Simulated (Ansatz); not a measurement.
# FH4NOZn: the cost of one run

All numbers below are computed with Ansatz 0.2.0 (UKS B3LYP-D4/def2-SVP).

## 1. The structure to begin with

Bond lengths: Zn1–F2 2.127 Å, Zn1–O3 1.729 Å, Zn1–N5 2.251 Å, O3–H6 0.959 Å, N5–H7 1.007 Å, N5–H8 1.008 Å. Angles: F2–Zn1–O3 112.6°, F2–Zn1–N5 67.1°, O3–Zn1–N5 178.6°, Zn1–O3–H6 107.6°, Zn1–N5–H7 121.4°, Zn1–N5–H8 121.3°, H7–N5–H8 110.2°.

Structure file:

```xyz
8

Zn   -0.3248   -0.6383    0.6307
F    -0.9145    0.4340   -1.1090
O    -1.5980   -1.6168    1.2722
H     0.2223    0.8033   -0.9483
N     1.3105    0.6788   -0.1813
H    -2.3715   -1.4842    0.7218
H     2.1005    0.2916   -0.6718
H     1.5754    1.5316    0.2858
```

## 2. A restrained relaxation towards end A

Springs on the bonds that form and break draw the guess towards this end; the thresholds are loose.

input.yaml reads:

```yaml
crystal:
  periodic: [false, false, false]
  atoms:
    - { symbol: Zn, position_ang: [-0.3248, -0.6383, 0.6307] }
    - { symbol: F, position_ang: [-0.9145, 0.434, -1.109] }
    - { symbol: O, position_ang: [-1.598, -1.6168, 1.2722] }
    - { symbol: H, position_ang: [0.2223, 0.8033, -0.9483] }
    - { symbol: "N", position_ang: [1.3105, 0.6788, -0.1813] }
    - { symbol: H, position_ang: [-2.3715, -1.4842, 0.7218] }
    - { symbol: H, position_ang: [2.1005, 0.2916, -0.6718] }
    - { symbol: H, position_ang: [1.5754, 1.5316, 0.2858] }
magnetization:
  spin_polarized: true
basis:
  gaussian: { orbitals: def2-SVP }
hamiltonian:
  xc: b3lyp
  dispersion: d4
relax:
  f_tol: 0.15
  max_steps: 25
  restrain:
    - { distance: [0, 4], at: 3.23, k: 30.0 }
    - { distance: [3, 1], at: 2.18, k: 30.0 }
    - { distance: [0, 1], at: 1.79, k: 30.0 }
    - { distance: [3, 4], at: 1.02, k: 30.0 }
```

Started as:

```console
ansatz run input.yaml --threads 2 --pin off --max-ram 3072MiB --backend cpu --events-out ev --progress --plain --runs-dir out
```

**Question.** How long does this run take on 2 threads of Intel Xeon Gold 6455B (Sapphire Rapids), shared host, and how much memory does it need?

About 28 s, with a peak of 0.3 GiB.
